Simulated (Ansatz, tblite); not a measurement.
**C36H20S9: rung by rung**

One table from this session's results is given with a row withheld; the runs are named, their logs left out.

Method: as each input shows; program: Ansatz 0.2.0, Gaussian basis.

Levels to be run: GFN1-xTB, GFN2-xTB, PBE-D4/def2-SVP, r2SCAN-D4/def2-SVP, r2SCAN0-D4/def2-SVP, BHLYP-D4/def2-SVP, PBE0-D4/def2-TZVP, PBE-D4/def2-TZVP, HF/6-31G, B3LYP-D4/6-31G, MP2/def2-SVP, RPA/def2-SVP.

## The geometry

The singlet was relaxed beforehand with PBE-D4/def2-SVP.

65 atoms, charge 0, spin multiplicity 1.

Bond lengths: C1–C2 1.383 Å, C1–C45 1.422 Å, C1–H46 1.099 Å, C2–S3 1.731 Å, C2–H47 1.096 Å, S3–C4 1.752 Å, C4–C5 1.445 Å, C4–C45 1.396 Å, C5–C6 1.396 Å, C5–S44 1.752 Å, C6–C7 1.413 Å, C6–H48 1.098 Å, C7–C8 1.397 Å, C7–H49 1.099 Å, C8–C9 1.439 Å, C8–S44 1.754 Å, C9–C10 1.398 Å, C9–S43 1.754 Å and more. Angles: C2–C1–C45 112.8°, C2–C1–H46 123.2°, C45–C1–H46 124.0°, C1–C2–S3 111.6°, C1–C2–H47 128.7°, S3–C2–H47 119.8°, C2–S3–C4 92.2°, S3–C4–C5 121.7°, S3–C4–C45 110.1°, C5–C4–C45 128.2°, C4–C5–C6 128.1°, C4–C5–S44 121.6°, C6–C5–S44 110.3°, C5–C6–C7 113.5°, C5–C6–H48 122.7°, C7–C6–H48 123.8°, C6–C7–C8 113.7°, C6–C7–H49 123.8° and more.

PBE0-D4/def2-SVP was run before; its log isn't repeated, and its numbers join the tables.

Set-up of the first run:

Tight binding, by tblite at 300 K electronic temperature and without a spin-polarisation term:

```python
tblite.interface.Calculator('GFN1-xTB', numbers, positions, charge=0, uhf=0).singlepoint()
```

Tight binding, by tblite at 300 K electronic temperature and without a spin-polarisation term:

```python
tblite.interface.Calculator('GFN2-xTB', numbers, positions, charge=0, uhf=0).singlepoint()
```

start.molden holds the orbitals of an earlier run on this state, given as this run's starting guess.

File in.yaml:

```yaml
crystal:
  periodic: [false, false, false]
  atoms:
    - {symbol: C, position_ang: [16.376759, -0.741705, -0.757251]}
    - {symbol: C, position_ang: [16.011719, -1.467683, -1.876693]}
    - {symbol: S, position_ang: [14.293730, -1.500134, -2.082060]}
    - {symbol: C, position_ang: [14.035838, -0.531954, -0.644281]}
    - {symbol: C, position_ang: [12.709189, -0.160049, -0.207294]}
    - {symbol: C, position_ang: [12.353629, 0.677199, 0.852115]}
    - {symbol: C, position_ang: [10.957398, 0.828018, 1.008184]}
    - {symbol: C, position_ang: [10.207914, 0.111875, 0.071216]}
    - {symbol: C, position_ang: [8.778783, 0.029680, -0.075781]}
    - {symbol: C, position_ang: [8.018587, -0.715568, -0.981285]}
    - {symbol: C, position_ang: [6.624695, -0.544937, -0.823872]}
    - {symbol: C, position_ang: [6.281958, 0.335900, 0.205998]}
    - {symbol: C, position_ang: [4.982539, 0.751883, 0.659338]}
    - {symbol: C, position_ang: [4.648895, 1.685391, 1.646323]}
    - {symbol: C, position_ang: [3.259123, 1.840387, 1.834462]}
    - {symbol: C, position_ang: [2.488136, 1.029386, 0.994428]}
    - {symbol: C, position_ang: [1.054385, 0.934240, 0.919677]}
    - {symbol: C, position_ang: [0.098989, 1.682769, 1.616171]}
    - {symbol: C, position_ang: [-1.230714, 1.325825, 1.307486]}
    - {symbol: C, position_ang: [-1.332548, 0.296012, 0.366010]}
    - {symbol: C, position_ang: [-2.508455, -0.318392, -0.185352]}
    - {symbol: C, position_ang: [-2.614818, -1.356748, -1.116902]}
    - {symbol: C, position_ang: [-3.946393, -1.704191, -1.429615]}
    - {symbol: C, position_ang: [-4.898499, -0.939730, -0.746061]}
    - {symbol: C, position_ang: [-6.333190, -1.017118, -0.827434]}
    - {symbol: C, position_ang: [-7.113784, -1.852090, -1.634004]}
    - {symbol: C, position_ang: [-8.502181, -1.660772, -1.465075]}
    - {symbol: C, position_ang: [-8.823886, -0.675369, -0.526616]}
    - {symbol: C, position_ang: [-10.116337, -0.208002, -0.102049]}
    - {symbol: C, position_ang: [-10.441090, 0.752950, 0.859269]}
    - {symbol: C, position_ang: [-11.831488, 0.959148, 1.007121]}
    - {symbol: C, position_ang: [-12.606755, 0.161415, 0.162757]}
    - {symbol: C, position_ang: [-14.046562, 0.113966, 0.045929]}
    - {symbol: C, position_ang: [-14.997231, 0.858173, 0.746353]}
    - {symbol: C, position_ang: [-16.334907, 0.553664, 0.371844]}
    - {symbol: C, position_ang: [-16.410117, -0.418070, -0.609716]}
    - {symbol: S, position_ang: [-14.839035, -0.968103, -1.082108]}
    - {symbol: S, position_ang: [-11.577202, -0.854777, -0.824970]}
    - {symbol: S, position_ang: [-7.360343, 0.014156, 0.149987]}
    - {symbol: S, position_ang: [-4.105222, 0.224297, 0.297226]}
    - {symbol: S, position_ang: [0.266457, -0.228211, -0.129751]}
    - {symbol: S, position_ang: [3.526896, 0.066079, -0.038647]}
    - {symbol: S, position_ang: [7.728799, 0.953216, 0.982862]}
    - {symbol: S, position_ang: [11.274179, -0.762817, -1.012035]}
    - {symbol: C, position_ang: [15.259912, -0.210624, -0.055564]}
    - {symbol: H, position_ang: [17.421179, -0.598267, -0.448064]}
    - {symbol: H, position_ang: [16.655788, -1.986805, -2.596383]}
    - {symbol: H, position_ang: [13.096552, 1.169836, 1.492953]}
    - {symbol: H, position_ang: [10.492115, 1.446605, 1.788366]}
    - {symbol: H, position_ang: [8.475390, -1.369171, -1.737473]}
    - {symbol: H, position_ang: [5.870754, -1.046844, -1.446269]}
    - {symbol: H, position_ang: [5.409338, 2.240539, 2.213288]}
    - {symbol: H, position_ang: [2.814195, 2.524087, 2.569262]}
    - {symbol: H, position_ang: [0.369791, 2.473842, 2.327664]}
    - {symbol: H, position_ang: [-2.113320, 1.804427, 1.754550]}
    - {symbol: H, position_ang: [-1.734464, -1.848009, -1.554628]}
    - {symbol: H, position_ang: [-4.220740, -2.497183, -2.137682]}
    - {symbol: H, position_ang: [-6.677465, -2.579901, -2.330652]}
    - {symbol: H, position_ang: [-9.269727, -2.225370, -2.012897]}
    - {symbol: H, position_ang: [-9.677018, 1.289010, 1.439709]}
    - {symbol: H, position_ang: [-12.270990, 1.674647, 1.714585]}
    - {symbol: H, position_ang: [-14.727140, 1.602178, 1.507535]}
    - {symbol: H, position_ang: [-17.220393, 1.034622, 0.809596]}
    - {symbol: H, position_ang: [-17.301224, -0.844504, -1.085485]}
    - {symbol: H, position_ang: [15.339625, 0.387690, 0.861688]}
basis:
  gaussian: {orbitals: def2-SVP, fitting: {mean_field: def2-universal-jkfit}, initial_orbitals: start.molden}
hamiltonian: {xc: pbe, dispersion: d4}
scf: {omitted_lower_state_checks: [starts]}
output: {forces: true, orbitals: {seedname: orbitals}}
```

Launch:

```sh
$ ansatz run in.yaml --threads 4 --pin off --events-out ev --progress --plain --max-ram 46080MiB --backend cuda --devices 0, --max-vram 37GiB
```

Steps of the session up to this table: PBE-D4/def2-SVP; r2SCAN-D4/def2-SVP; r2SCAN0-D4/def2-SVP; BHLYP-D4/def2-SVP; PBE0-D4/def2-TZVP; PBE-D4/def2-TZVP; HF/6-31G; B3LYP-D4/6-31G; MP2/def2-SVP; RPA/def2-SVP.

One table of the session follows, with a row left open; its other results are not shown here.

It belongs to the step «Binding energy». 

```
              level  binding an atom (eV)
           HF/6-31G                 3.288
        HF/def2-SVP                 3.703
    PBE-D4/def2-SVP                 5.507
   PBE-D4/def2-TZVP                     ?
 r2SCAN-D4/def2-SVP                 5.291
     B3LYP-D4/6-31G                 4.925
   PBE0-D4/def2-SVP                 5.357
  PBE0-D4/def2-TZVP                 5.290
r2SCAN0-D4/def2-SVP                 5.179
  BHLYP-D4/def2-SVP                 5.012
       MP2/def2-SVP                 5.112
```

Estimate the missing values for PBE-D4/def2-TZVP.

**Answer.** binding an atom (eV): 5.438. In the column «binding an atom (eV)» it lies between PBE0-D4/def2-SVP (5.357) and PBE-D4/def2-SVP (5.507).

Limits of these values: Free atoms were run apart at each level; binding is atoms less cluster, divided by the number of atoms, without zero-point or spin-orbit terms.
